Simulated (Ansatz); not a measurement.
**AlAsH₆O₃: search for a transition state**

Aim: find the saddle point of a four-centre ligand exchange that is to form Al1–As6, O2–H5 and break Al1–O2, H5–As6, prove it by its vibrations, and relax downhill on both sides to see what it joins.

Computed with Ansatz 0.2.0, Gaussian basis. Level: PBE0-D4, def2-SVP first, then def2-TZVP.

152 further runs of the same task are left out: 152 set aside as unsound or not needed.

## 1. The system as given

The guess: 11 atoms, charge 0, spin multiplicity 1.

Atoms are counted from 1 here; the program's logs count them from 0.

Bond lengths: Al1–O2 1.807 Å, Al1–O3 1.655 Å, Al1–O4 1.655 Å, Al1–H5 1.744 Å, Al1–As6 2.536 Å, O2–H5 1.189 Å, O2–H7 0.961 Å, O3–H8 0.944 Å, O4–H9 0.944 Å, As6–H10 1.521 Å, As6–H11 1.521 Å. Angles: O2–Al1–O3 110.3°, O2–Al1–O4 110.3°, O2–Al1–H5 39.1°, O2–Al1–As6 91.2°, O3–Al1–O4 128.4°, O3–Al1–H5 115.8°, O3–Al1–As6 104.9°, O4–Al1–H5 115.8°, O4–Al1–As6 104.8°, H5–Al1–As6 52.1°, Al1–O2–H5 67.6°, Al1–O2–H7 168.4°, H5–O2–H7 124.0°, Al1–O3–H8 171.6°, Al1–O4–H9 171.5°, Al1–H5–O2 73.3°, Al1–As6–H10 101.2°, Al1–As6–H11 101.3° and more.

As a file:

```xyz
11
AlAsH6O3
Al    0.1875   -0.5561    0.4625
O     0.8021   -0.3545   -1.2250
O     1.3724   -0.1755    1.5535
O    -0.9134   -1.7903    0.5281
H     0.0493    0.5102   -0.9103
As   -1.2127    1.5491    0.2608
H     1.2268   -0.4108   -2.0851
H     2.0229   -0.0831    2.2309
H    -1.4618   -2.5456    0.6676
H    -1.8527    1.3487   -1.1041
H    -0.2204    2.5079   -0.3789
```

Distances that are to change: Al1–As6 2.54 Å, O2–H5 1.19 Å, Al1–O2 1.81 Å, H5–As6 2.01 Å.

## 2. Relaxing the guess with the reacting distances held

The input, hold/in.yaml:

```yaml
crystal:
  periodic: [false, false, false]
  atoms:
    - {symbol: Al, position_ang: [0.187500, -0.556100, 0.462500]}
    - {symbol: O, position_ang: [0.802100, -0.354500, -1.225000]}
    - {symbol: O, position_ang: [1.372400, -0.175500, 1.553500]}
    - {symbol: O, position_ang: [-0.913400, -1.790300, 0.528100]}
    - {symbol: H, position_ang: [0.049300, 0.510200, -0.910300]}
    - {symbol: As, position_ang: [-1.212700, 1.549100, 0.260800]}
    - {symbol: H, position_ang: [1.226800, -0.410800, -2.085100]}
    - {symbol: H, position_ang: [2.022900, -0.083100, 2.230900]}
    - {symbol: H, position_ang: [-1.461800, -2.545600, 0.667600]}
    - {symbol: H, position_ang: [-1.852700, 1.348700, -1.104100]}
    - {symbol: H, position_ang: [-0.220400, 2.507900, -0.378900]}
basis:
  gaussian: {orbitals: def2-SVP}
hamiltonian: {xc: pbe0, dispersion: d4}
relax: {f_tol: 0.04, max_steps: 150, escape_saddle: false, constraints: [{distance: [0, 5]}, {distance: [1, 4]}, {distance: [0, 1]}, {distance: [4, 5]}]}
```

Launch:

```console
> ansatz run in.yaml --threads 8 --pin off --events-out ev --progress --plain --max-ram 19148MiB
```

The runs that follow: A starting Hessian; Saddle search in the small basis; Saddle search in triple zeta; Checking the order of the point; Relaxing after a step of 0.30 Å one way along the mode; Relaxing after a step of 0.30 Å the other way along the mode.

Before running it: what results should come out? Wanted: imaginary mode; barrier from the start side; barrier from the end side; energy of the step; pairs that change; zero-point energy at the saddle.

The runs gave:

| quantity | value |
| --- | --- |
| imaginary mode | 1046i cm⁻¹ |
| barrier from the start side | 0.691 eV |
| barrier from the end side | 0.858 eV |
| energy of the step | -0.167 eV |
| pairs that change | Al1–As6 formed, O2–H5 formed, Al1–O2 loosened, H5–As6 broken |
| zero-point energy at the saddle | 1.703 eV |

**Reading.** One imaginary mode, 1046i cm⁻¹, makes this a first-order saddle. The two relaxations end on the structures that were planned. A bond meant to break is only loosened at the end: the products stay bound as an adduct. At PBE0-D4/def2-TZVP the electronic barrier is 0.691 eV, about 27 kT at 298 K, and the step runs 0.167 eV downhill. With so stiff a mode tunnelling counts: Wigner's rough correction is a factor of 2.1 at 298 K. Lower complexes than these ends may exist.
